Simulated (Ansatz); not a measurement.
Nb2CuCS2, space group P3m1, an equation of state with a fit

Program: the Python package of Ansatz (0.2.0).

The cells in order, each with its output:

**Cell 1**
```python
import ansatz as az
import numpy as np
from scipy.optimize import curve_fit

vectors0 = np.array([
    [3.370697, 0.0, 0.0],
    [-1.685348, 2.919109, 0.0],
    [0.0, 0.0, 9.073781],
])
sites = [
    ("Nb", (0.0, 0.0, 0.118341)),
    ("Nb", (1 / 3, 2 / 3, 0.871653)),
    ("Cu", (0.0, 0.0, 0.449965)),
    ("C", (2 / 3, 1 / 3, 0.997399)),
    ("S", (0.0, 0.0, 0.691942)),
    ("S", (1 / 3, 2 / 3, 0.3107)),
]


def crystal_on(cell):
    crystal = az.Crystal(lattice=az.Lattice.of(cell))
    for symbol, position in sites:
        crystal = crystal.atom(symbol, position)
    return crystal
```

**Cell 2**
```python
def vinet(v, e0, v0, b0, b1):
    eta = (v / v0) ** (1 / 3)
    return e0 + 2 * b0 * v0 / (b1 - 1) ** 2 * (2 - (5 + 3 * b1 * (eta - 1) - 3 * eta) * np.exp(-1.5 * (b1 - 1) * (eta - 1)))

# uniform scaling of the cell
volumes, energies, pressures = [], [], []
for scale in np.linspace(0.88, 1.12, 7):
    cell = vectors0 * scale ** (1 / 3)
    calculation = (
        crystal_on(cell).calculation()
        .functional(az.Functional.R2SCAN)
        .scf(extra_bands=8)
        .pseudopotentials("nc")
        .occupations("fermi_dirac")
        .kpoints(8, 8, 3)
        .stress()
    )
    summary = calculation.run(threads=1).report
    volumes.append(abs(np.linalg.det(cell)) / len(sites))
    energies.append(summary["free_energy_ev"] / len(sites))
    pressures.append(np.trace(summary["stress_gpa"]) / 3)
    print(f"V = {volumes[-1]:8.4f} A^3/atom  F = {energies[-1]:.5f} eV/atom  P = {pressures[-1]:8.3f} GPa")
```
Output:
```text
DeckWarning: basis.ecutwfc = 1450 eV, auto-derived from the records' recommended cutoffs: set by Cu (normal level)
V =  13.0945 A^3/atom  F = -1739.35564 eV/atom  P =   27.003 GPa
V =  13.6897 A^3/atom  F = -1739.43294 eV/atom  P =   15.052 GPa
V =  14.2849 A^3/atom  F = -1739.47036 eV/atom  P =    5.440 GPa
V =  14.8801 A^3/atom  F = -1739.47567 eV/atom  P =   -2.298 GPa
V =  15.4753 A^3/atom  F = -1739.45514 eV/atom  P =   -8.525 GPa
V =  16.0706 A^3/atom  F = -1739.41383 eV/atom  P =  -13.531 GPa
V =  16.6658 A^3/atom  F = -1739.35583 eV/atom  P =  -17.543 GPa
```

**Cell 3**
```python
guess = (min(energies), volumes[int(np.argmin(energies))], 0.5, 4.5)
(e0, v0, b0, b1), _ = curve_fit(vinet, np.array(volumes), np.array(energies), p0=guess, maxfev=20000)
print(f"Vinet fit: V0 = {v0:.4f} A^3/atom, B0 = {160.21766 * b0:.1f} GPa, B1 = {b1:.2f}")
print("largest residual", round(1000 * float(np.abs(vinet(np.array(volumes), e0, v0, b0, b1) - energies).max()), 3), "meV/atom")
```
Output:
```text
Vinet fit: V0 = 14.6895 A^3/atom, B0 = 183.5 GPa, B1 = 4.35
largest residual 0.017 meV/atom
```

A third-order Birch-Murnaghan fit through the 7 points has its minimum at 14.69 Å³ an atom, 1.3 % below the typed cell, with a bulk modulus of 183 GPa and dB/dP = 4.4. From that minimum the energy rises by 121.4 meV an atom on the compressed side and 121.2 meV on the expanded side.

These settings explore the input space; cutoff and mesh may be short of convergence. No spin polarisation was allowed. Shape and fractional positions are held along the curve, so the bulk modulus is an upper value where they are free to relax. Such functionals run on norm-conserving files made under PBE, which can move pressures by some GPa. The mesh is modest for a metal, so energies can be off by several to tens of meV an atom and pressures by half a GPa or more; differences at equal mesh fare better. Pressure is positive in compression. This cell is a computed structure, which may not be the phase found in nature. Warnings are shown shortened and without file and line. The whole script took 17 min on 1 thread of Arm Neoverse V1 (shared host), peak memory 1.7 GiB.
